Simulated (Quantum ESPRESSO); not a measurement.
## ZnS3: Wannier functions under several settings

```
Zn S
1.0
     0.00000    3.18080    3.18080
     3.18080    0.00000    3.18080
     3.18080    3.18080    0.00000
Zn S
1 3
Direct
  0.00000 0.00000 0.00000
  0.25000 0.25000 0.25000
  0.75000 0.75000 0.75000
  0.50000 0.50000 0.50000
```

The cell was built by a generator and needn't be a form met in nature.

All runs used Quantum ESPRESSO 7.5; potentials SG15 PBE 1.2; k mesh 5 × 5 × 5; given cell; no spin polarisation; cutoff 952 eV; occupations fermi-dirac, width 0.05 eV.

```tsv
level	start	Wannier mesh	spread a function (Å²)	RMS miss of the bands (meV)
PBE	atomic projections with disentanglement	4 × 4 × 4	1.00	13
PBE	atomic projections with disentanglement, not minimised	4 × 4 × 4	1.26	32
PBE	SCDM with an erfc weight	4 × 4 × 4	?	?
```

Problem. What stands in the row left open?

Solution. Spread a function 1.82 Å²; RMS miss of the bands 22 meV.

Caveats: the Wannier minimisation didn't converge (some runs).

For the row left open. Caveat: the k mesh is coarse.
